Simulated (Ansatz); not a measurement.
# C₃H₈BF₂N: basis-set convergence

How large a basis does C₃H₈BF₂N need? Two functionals are run in growing sets.

Method: one geometry, several basis sets; program: Ansatz 0.2.0, Gaussian basis.

Levels to be run: PBE0-D4/def2-SVP; ωB97M-V/def2-SVP; PBE0-D4/def2-QZVPP; ωB97M-V/def2-QZVPP; the functionals' def2-TZVPP values are taken from earlier runs.

**1. The geometry**

An earlier PBE0-D4 in a triple-zeta def2 set relaxation fixed the geometry.

SMILES `CCN(C)B(F)F`, 15 atoms, charge 0, spin multiplicity 1.

Atoms are counted from 1 here; the program's logs count them from 0.

Bond lengths: C1–C2 1.513 Å, C1–H8 1.090 Å, C1–H9 1.092 Å, C1–H10 1.090 Å, C2–N3 1.453 Å, C2–H11 1.099 Å, C2–H12 1.099 Å, N3–C4 1.448 Å, N3–B5 1.395 Å, C4–H13 1.096 Å, C4–H14 1.088 Å, C4–H15 1.096 Å, B5–F6 1.337 Å, B5–F7 1.332 Å. Angles: C2–C1–H8 112.0°, C2–C1–H9 108.4°, C2–C1–H10 112.0°, H8–C1–H9 108.1°, H8–C1–H10 108.1°, H9–C1–H10 108.1°, C1–C2–N3 116.9°, C1–C2–H11 109.1°, C1–C2–H12 109.1°, N3–C2–H11 107.8°, N3–C2–H12 107.7°, H11–C2–H12 105.8°, C2–N3–C4 111.8°, C2–N3–B5 128.1°, C4–N3–B5 120.1°, N3–C4–H13 110.7°, N3–C4–H14 110.6°, N3–C4–H15 110.6° and more.

**2. PBE0-D4 in def2-SVP**

The input, in.yaml:

```yaml
crystal:
  periodic: [false, false, false]
  atoms:
    - {symbol: C, position_ang: [-0.009998, -1.959839, -0.134370]}
    - {symbol: C, position_ang: [0.515419, -0.592939, -0.513459]}
    - {symbol: N, position_ang: [-0.102802, 0.552197, 0.133878]}
    - {symbol: C, position_ang: [0.483344, 1.800213, -0.307707]}
    - {symbol: B, position_ang: [-1.132693, 0.556851, 1.075501]}
    - {symbol: F, position_ang: [-1.585975, 1.710320, 1.575854]}
    - {symbol: F, position_ang: [-1.727083, -0.542245, 1.536710]}
    - {symbol: H, position_ang: [-1.067567, -2.072618, -0.374006]}
    - {symbol: H, position_ang: [0.547324, -2.711246, -0.697677]}
    - {symbol: H, position_ang: [0.119782, -2.167988, 0.927905]}
    - {symbol: H, position_ang: [1.593750, -0.552988, -0.306459]}
    - {symbol: H, position_ang: [0.414960, -0.458391, -1.599282]}
    - {symbol: H, position_ang: [1.554965, 1.826857, -0.079029]}
    - {symbol: H, position_ang: [0.003547, 2.643749, 0.183183]}
    - {symbol: H, position_ang: [0.371128, 1.917467, -1.391643]}
basis:
  gaussian: {orbitals: def2-SVP}
hamiltonian: {xc: pbe0, dispersion: d4}
output: {orbitals: {seedname: orbitals}}
```

Started as:

```sh
> ansatz run in.yaml --threads 4 --pin off --events-out ev --progress --plain --max-ram 11315MiB
```

The runs that follow: ωB97M-V in def2-SVP; PBE0-D4 in def2-QZVPP; ωB97M-V in def2-QZVPP.

Q: Predict the results of all the runs planned. Wanted: PBE0-D4: double and triple zeta above quadruple; ωB97M-V: double and triple zeta above quadruple.

The runs gave:

| quantity | value |
| --- | --- |
| PBE0-D4: double and triple zeta above quadruple | 13.07, 0.59 eV |
| ωB97M-V: double and triple zeta above quadruple | 13.46, 0.56 eV |

For PBE0-D4 the step from double to triple zeta gains 12.49 eV and the next only 0.59 eV. Total energies overstate the basis error of differences, where much of it tends to cancel. The LUMO of ωB97M-V is positive and keeps falling with the basis (3.23 to 1.66 eV): an unbound level that the basis holds in place.
